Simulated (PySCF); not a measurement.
**Solver options tried on KSb (triplet)**

The same problem is solved with other solver options, one edit a run.

Program: PySCF 2.14.0. Level of theory: each script names its method and basis. These are calculated values, not measurements.

7 further runs of the same task are left out: 1 for a known fault of the program, 6 that didn't finish.

## (1) The starting structure

KSb (triplet): 2 atoms, charge 0, spin multiplicity 3.

No contacts short enough for the rule that draws bonds.

## (2) The run that the others are compared with

input.py reads:

```python
from pyscf import gto, dft

mol = gto.M(
    atom='K 0 0 0; Sb 0 0 3.806',
    basis='def2-svpd',
    ecp={'Sb': 'def2-svpd'},
    charge=0,
    spin=2,
    verbose=4,
)
mf = dft.ROKS(mol, xc='wb97')
mf.kernel()
mf.dip_moment()
print('orbital energies (hartree):', mf.mo_energy[..., max(0, mol.nelec[1]-3):mol.nelec[0]+3].round(4))
```

The run is started by

```console
> OMP_NUM_THREADS=1 python input.py
```

The log of this run is left out.

It gives: E(SCF) = -840.110908 Eh, 12 cycles, μ = 12.39 D.

The bond length is a typed value, not an optimised one. The triplet is typed in the script; nothing here shows that it is the ground state.

## (3) Smearing width 0.01 hartree

Variant 1 changes smearing width: none → 0.01 hartree.

input.py reads:

```python
from pyscf import gto, dft, scf

mol = gto.M(
    atom='K 0 0 0; Sb 0 0 3.806',
    basis='def2-svpd',
    ecp={'Sb': 'def2-svpd'},
    charge=0,
    spin=2,
    verbose=4,
)
mf = dft.ROKS(mol, xc='wb97')
mf = scf.addons.smearing_(mf, sigma=0.01, method='fermi')
mf.kernel()
mf.dip_moment()
print('orbital energies (hartree):', mf.mo_energy[..., max(0, mol.nelec[1]-3):mol.nelec[0]+3].round(4))
```

The run is started by

```console
> OMP_NUM_THREADS=1 python input.py
```

## (4) Point-group symmetry on

Variant 2 changes point-group symmetry: off → on.

input.py, as its differences from that of step 2:

```diff
@@ -8,2 +8,3 @@
     spin=2,
+    symmetry=True,
     verbose=4,
```

Before running it: what results should come out? Wanted: for each run, E(SCF); from base; SCF dipole.

**Answer**, as computed:

```csv
run,E(SCF) (hartree),from base (eV),cycles,SCF dipole (D)
base,-840.110908,0,12,12.39
smearing width 0.01 hartree (poor choice),-839.983074,not comparable,14,11.89
point-group symmetry on,-840.110908,0.0000,12,12.39
```

Distance from each run's final energy (log10 hartree) by cycle:

```csv
run,cycle 1,cycle 2,cycle 3,cycle 5,cycle 8,cycle 12
base,-0.1,0.3,-0.8,-2.9,-5.5,-10.5
smearing width 0.01 hartree (poor choice),0.0,0.3,-0.8,-3.0,-5.3,-7.8
point-group symmetry on,-0.1,0.3,-0.8,-2.9,-5.5,-10.5
```

What this shows: With point-group symmetry on the SCF ends at the base energy. Rows marked «poor choice» come from settings spoiled on purpose.
